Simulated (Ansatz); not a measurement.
# BaEuO2: the cost of one run

Computed with Ansatz 0.2.0 (DFT r²SCAN+U (U_eff = 1 eV on Eu f), plane waves, PAW, no spin–orbit coupling unless a run says so, unless a step's input says otherwise).

## Step 1: The system as given

It takes space group R-3m (No. 166, trigonal). The conventional cell has a = 3.752 Å, b = 3.752 Å, c = 18.775 Å, α = 90.00°, β = 90.00°, γ = 120.00°. Around Ba (site symmetry -3m) lie 6 O at 2.79 Å. Eu (site symmetry -3m) has 6 O at 2.56 Å as nearest neighbours. O (site symmetry 3m) has 3 Eu at 2.56 Å and 3 Ba at 2.79 Å as nearest neighbours.

Structure file:

```
Ba Eu O
1.0
     1.87625    1.08325    6.25850
    -1.87625    1.08325    6.25850
     0.00000   -2.16650    6.25850
Ba Eu O
1 1 2
Direct
  0.00000 0.00000 0.00000
  0.50000 0.50000 0.50000
  0.23966 0.23966 0.23966
  0.76034 0.76034 0.76034
```

Magnetic order typed: ferromagnetic.

An earlier series on this cell reached its lowest free state from «random orbitals: single harmonics, first filling», perhaps among other starts.

## Step 2: Random orbitals: single harmonics, second filling

The input, input.yaml:

```yaml
crystal:
  lattice:
    - [1.87624583, 1.08325104, 6.25849579]
    - [-1.87624583, 1.08325104, 6.25849579]
    - [0.0, -2.16650207, 6.25849579]
  atoms:
    - { symbol: Ba, position: [0.0, 0.0, 0.0] }
    - { symbol: Eu, position: [0.5, 0.5, 0.5], spin: 5.0 }
    - { symbol: O, position: [0.239664, 0.239664, 0.239664] }
    - { symbol: O, position: [0.760336, 0.760336, 0.760336] }
basis:
  ecutwfc: 500
  ecutrho_ratio: 4
kpoints:
  mp_grid: { grid: [6, 6, 6] }
hamiltonian:
  xc: r2scan
  hubbard:
    sites:
      - { site: 1, l: f, u_eff: 1.0, starting_ns: [{ spin: up, occupation_matrix: s1up }, { spin: down, occupation_matrix: s1down }] }
    occupation_matrices:
      s1up:
        matrix:
          - [0.02, 0.0, 0.0, 0.0, 0.0, 0.0, 0.0]
          - [0.0, 0.97, 0.0, 0.0, 0.0, 0.0, 0.0]
          - [0.0, 0.0, 0.97, 0.0, 0.0, 0.0, 0.0]
          - [0.0, 0.0, 0.0, 0.97, 0.0, 0.0, 0.0]
          - [0.0, 0.0, 0.0, 0.0, 0.97, 0.0, 0.0]
          - [0.0, 0.0, 0.0, 0.0, 0.0, 0.97, 0.0]
          - [0.0, 0.0, 0.0, 0.0, 0.0, 0.0, 0.97]
      s1down:
        matrix:
          - [0.97, 0.0, 0.0, 0.0, 0.0, 0.0, 0.0]
          - [0.0, 0.02, 0.0, 0.0, 0.0, 0.0, 0.0]
          - [0.0, 0.0, 0.02, 0.0, 0.0, 0.0, 0.0]
          - [0.0, 0.0, 0.0, 0.02, 0.0, 0.0, 0.0]
          - [0.0, 0.0, 0.0, 0.0, 0.02, 0.0, 0.0]
          - [0.0, 0.0, 0.0, 0.0, 0.0, 0.02, 0.0]
          - [0.0, 0.0, 0.0, 0.0, 0.0, 0.0, 0.02]
    ns_hold: { iters: 12 }
scf:
  occupations: { method: gaussian, width: 0.05 }
  lower_state_search: "off"
  max_iter: 150
output:
  forces: true
  stress: true
  eigenvalues: true
  populations: true
  hubbard: { sites: [{ site: 1, l: f }] }
magnetization:
  spin_polarized: true
```

The typed matrices put 0.97 on the chosen orbitals and 0.02 on the others, and are held for 12 cycles.

On the command line:

```bash
$ ansatz run input.yaml --threads 4 --pin off --max-ram 6144MiB --backend cpu --events-out ev --progress --plain --runs-dir out
```

**Question.** How long does this run take on 4 threads of Arm Neoverse V1, shared host, and how much memory does it need?

About 25 s, with a peak of 0.78 GiB.
